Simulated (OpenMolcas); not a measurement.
# Ar⁺: CASSCF and CASPT2 terms and fine-structure levels

Which level of Ar⁺ lies lowest, and where do the others fall? The reference wave functions come first, then spin-orbit coupling, then second-order correlation under several settings.

The numbers are computed with OpenMolcas 26.06 (state-averaged CASSCF and CASPT2, spin-orbit coupling by RASSI with atomic mean-field integrals), except any that are marked as measured or tabulated.

### Step 1. The system

- Species: Ar⁺ (argon, Z = 18, 17 electrons)
- Basis: ANO-RCC-VDZ [4s3p], 13 functions
- Scalar Hamiltonian: DKH2, point nucleus
- Inactive shells: 1s 2s 2p
- Active space: 7 electrons in 8 orbitals (3s 3p 4s 4p)
- Some configurations of this space: 3s 3p6, 3s2 3p5
- Orbitals: optimised for the ground-state spin in each parity, averaged over the low roots

The outer shells:

3s 3p6
```
3s [↑ ]
3p [↑↓][↑↓][↑↓]
```

3s2 3p5
```
3s [↑↓]
3p [↑↓][↑↓][↑ ]
```

The work runs as a chain of OpenMolcas steps in one folder; each step below is one input file. Labels, J, g values, rates, χT and fits are worked out afterwards by a script from the matrices that RASSI stores.

### Step 2. Basis and integrals

Input file a.inp:

```
&GATEWAY
Coord
1

Ar 0.0 0.0 0.0
Basis=ANO-RCC-VDZ
Group=XYZ
NoMove
AngMom=0.0 0.0 0.0
AMFI
&SEWARD
```

Launch:

```sh
$ OMP_NUM_THREADS=1 MOLCAS_MEM=2252 MOLCAS_PROJECT=a pymolcas a.inp > a.log
```

### Step 3. Start orbitals from a smaller active space

Input file a.inp:

```
&RASSCF
FileOrb=start.orb
Symmetry=2
Spin=2
nActEl=7 0 0
Inactive=2 3
Ras2=1 3
CIRoot=3 3 1
SDav=3
CIMx=300
Iter=120 100
PrWF=0.3
OrbListing=Nothing
MaxOrb=0
Atom
>>> COPY $Project.JobIph JOBPRE
```

### Step 4. CASSCF: doublets of odd parity, 3 roots

Input file a.inp:

```
&RASSCF
FileOrb=start.orb
Symmetry=2
Spin=2
nActEl=7 0 0
Inactive=2 3
Ras2=2 6
CIRoot=3 3 1
SDav=1204
CIMx=300
Iter=120 100
PrWF=0.3
OrbListing=Nothing
MaxOrb=0
Atom
>>> COPY $Project.JobIph JOB001
```

### Step 5. Reference wave functions, doublets of even parity, 1 root

Input file a.inp:

```
&RASSCF
FileOrb=start.orb
Symmetry=1
Spin=2
nActEl=7 0 0
Inactive=2 3
Ras2=2 6
CIRoot=1 1 1
SDav=1148
CIMx=300
Iter=120 100
PrWF=0.3
OrbListing=Nothing
MaxOrb=0
Atom
>>> COPY $Project.JobIph JOB002
```

### Step 6. State interaction with spin-orbit coupling

Input file a.inp:

```
&RASSI
NrOfJobIphs=2 3 1
1 2 3
1
IphNames
JOB001
JOB002
EJob
SpinOrbit
DIPRint=1.0
SOCoupling=1000.0
Subsets=2
MEES
Property=10
'ANGMOM' 1 'ANGMOM' 2 'ANGMOM' 3 'MLTPL  1' 1 'MLTPL  1' 2 'MLTPL  1' 3
'AMFI' 1 'AMFI' 2 'AMFI' 3 'MLTPL  2' 6
SOProperty=3
'ANGMOM' 1 'ANGMOM' 2 'ANGMOM' 3
```

### Step 7. CASPT2: IPEA 0, imaginary shift 0.1 (closed shells correlated: none), extended multistate

Input file a.inp:

```
>>> COPY JOB001 $Project.JobIph
&CASPT2
XMultistate=3 1 2 3
Frozen=2 3
IPEA=0.0
Imaginary=0.1
MaxIter=60
WThr=0.0 0.3 0.05
PrWF=0.5
NoMix
>>> COPY JOB002 $Project.JobIph
&CASPT2
Multistate=1 1
Frozen=2 3
IPEA=0.0
Imaginary=0.1
MaxIter=60
WThr=0.0 0.3 0.05
PrWF=0.5
NoMix
```

### Step 8. CASPT2: IPEA 0.4 (closed shells correlated: none)

Input file a.inp:

```
>>> COPY JOB001 $Project.JobIph
&CASPT2
Multistate=3 1 2 3
NoMult
Frozen=2 3
IPEA=0.4
MaxIter=60
WThr=0.0 0.3 0.05
PrWF=0.5
NoMix
>>> COPY JOB002 $Project.JobIph
&CASPT2
Multistate=1 1
Frozen=2 3
IPEA=0.4
MaxIter=60
WThr=0.0 0.3 0.05
PrWF=0.5
NoMix
```

### Step 9. CASPT2: IPEA 0, real shift 0.1 (closed shells correlated: 2s 2p)

Input file a.inp:

```
>>> COPY JOB001 $Project.JobIph
&CASPT2
Multistate=3 1 2 3
Frozen=1 0
IPEA=0.0
Shift=0.1
MaxIter=60
WThr=0.0 0.3 0.05
PrWF=0.5
NoMix
>>> COPY JOB002 $Project.JobIph
&CASPT2
Multistate=1 1
Frozen=1 0
IPEA=0.0
Shift=0.1
MaxIter=60
WThr=0.0 0.3 0.05
PrWF=0.5
NoMix
```

(Steps that only read results are left out.)

Q: Predict the outcome of this session. Wanted: lowest level; first excited level; lowest level of another term; spin-orbit lowering of the lowest level; strongest of the lines computed, by gA, at XMS-CASPT2 energies.

The runs gave:

| quantity | value |
| --- | --- |
| method | XMS-CASPT2, IPEA 0, imaginary shift 0.1 (closed shells correlated: none) |
| lowest level | 3s2 3p5 2P* 3/2, 100 % of that term, g = 1.334 |
| ground level listed by NIST | 2P°3/2 |
| first excited level | 3s2 3p5 2P* 1/2 at 1353 cm-1 |
| lowest level of another term | 3s 3p6 2S 1/2 at 148810 cm-1 |
| spin-orbit lowering of the lowest level | 451 cm-1 |
| strongest of the lines computed, by gA, at XMS-CASPT2 energies | 3s 3p6 2S 1/2 → 3s2 3p5 2P* 3/2, 67.2 nm, A = 9.80e+09 s⁻¹ |

Cost and accuracy by method:

```csv
method,time of its own steps,time with the reference,mean absolute difference from the measured levels (cm-1)
A. CASSCF,40 s,40 s,20000
"B. XMS-CASPT2, IPEA 0, imaginary shift 0.1, +none",0.68 s,40 s,20000
"C. SS-CASPT2, IPEA 0.4, +none",0.58 s,40 s,20000
"D. SS-CASPT2, IPEA 0, real shift 0.1, +2s 2p",1.2 s,41 s,20000
```

Times are of one thread on a shared host.

**Reading.** The multiplet 2P* is inverted. Method B lies closest to the measured levels (20000 cm⁻¹ on average, level with A, level with C, level with D) and D farthest (20000). Only the configurations of the active space and the roots asked for are present. Not all states of the active space went into the spin-orbit step. The levels of the extra active shells were not computed. Only valence configurations of the active space appear, up to the ionisation limit; * or ° marks odd parity.
